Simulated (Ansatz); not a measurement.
# NbRu: a tetragonal deformation path

One table from this session's results is given with a row withheld; the runs are named, their logs left out.

Method: DFT PBEsol, scalar-relativistic, plane waves, PAW, in Ansatz 0.2.0.

**The system as given**

The structure is cubic, space group Pm-3m (No. 221). The conventional cell has a = 3.184 Å, b = 3.184 Å, c = 3.184 Å, α = 90.00°, β = 90.00°, γ = 90.00°. Around Nb (site symmetry m-3m) lie 8 Ru at 2.76 Å. Ru (site symmetry m-3m) has 8 Nb at 2.76 Å in its first shell of neighbours.

As a file:

```
Nb Ru
1.0
     3.18400    0.00000    0.00000
     0.00000    3.18400    0.00000
     0.00000    0.00000    3.18400
Nb Ru
1 1
Direct
  0.00000 0.00000 0.00000
  0.50000 0.50000 0.50000
```

The cell is taken as given, not relaxed at this level.

**Zero of energy**

Reference values: F = -10312.2235 eV; pressure -9.73 GPa; largest force 0.000 eV/Å; gap on the mesh none (metal). It was computed beforehand with the settings of the runs below.

The first run:

At fixed volume and fractional coordinates, lengths along (0.000, 0.000, 1.000) are scaled against those across it; ρ is that ratio over its starting value.

Input file input.yaml:

```yaml
crystal:
  lattice:
    - [3.5740990808, 0.0, 0.0]
    - [0.0, 3.5740990808, 0.0]
    - [0.0, 0.0, 2.5268880501]
  atoms:
    - { symbol: Nb, position: [0.0, 0.0, 0.0] }
    - { symbol: Ru, position: [0.5, 0.5, 0.5] }
basis:
  ecutwfc: 420
kpoints:
  mp_grid: { grid: [16, 16, 16] }
hamiltonian:
  xc: pbesol
scf:
  occupations: { method: gaussian, width: 0.15 }
output:
  forces: true
  stress: true
  eigenvalues: true
```

On the command line:

```console
> ansatz run input.yaml --threads 1 --pin off --max-ram 2560MiB --backend cpu --events-out ev --progress --plain --runs-dir out
```

Among the steps run: Point ρ = 0.707; At ρ = 1.414; Point ρ = 0.850; Point ρ = 1.200; ρ = 0.780; ρ = 1.300; At ρ = 0.920; Point ρ = 1.100; Point ρ = 0.650; ρ = 1.500; At ρ = 0.960; ρ = 1.050.

One of the session's tables, all rows but one given; the rest of the session is left out.

It belongs to the step «The scan collected». 

| ρ | ΔE (meV/atom) | pressure (GPa) |
| --- | --- | --- |
| 0.650 | 680.8 | 8.5 |
| 0.707 | ? | ? |
| 0.780 | 198.0 | -6.0 |
| 0.850 | 45.6 | -8.8 |
| 0.920 | -5.5 | -9.6 |
| 0.960 | -5.1 | -9.7 |
| 1.000 | 0.0 | -9.7 |
| 1.050 | -11.1 | -9.8 |
| 1.100 | -23.5 | -9.8 |
| 1.200 | -3.4 | -9.8 |
| 1.300 | 53.4 | -10.1 |
| 1.414 | 110.0 | -10.6 |
| 1.500 | 162.4 | -10.5 |

Q: Estimate the row for ρ = 0.707 from the others.

Worked estimate for «ΔE (meV/atom)». A straight line through the neighbours (0.650, 680.8) and (0.780, 198.0) gives 680.8 + (198.0 − 680.8) × (0.707 − 0.650) / (0.780 − 0.650) = 469.1; a parabola fitted to 3 rows on both sides gives 437.1.

As computed: ΔE (meV/atom): 441.9; pressure (GPa): 0.6. In «ΔE (meV/atom)» the line misses by +27.2 and the parabola by -4.8.
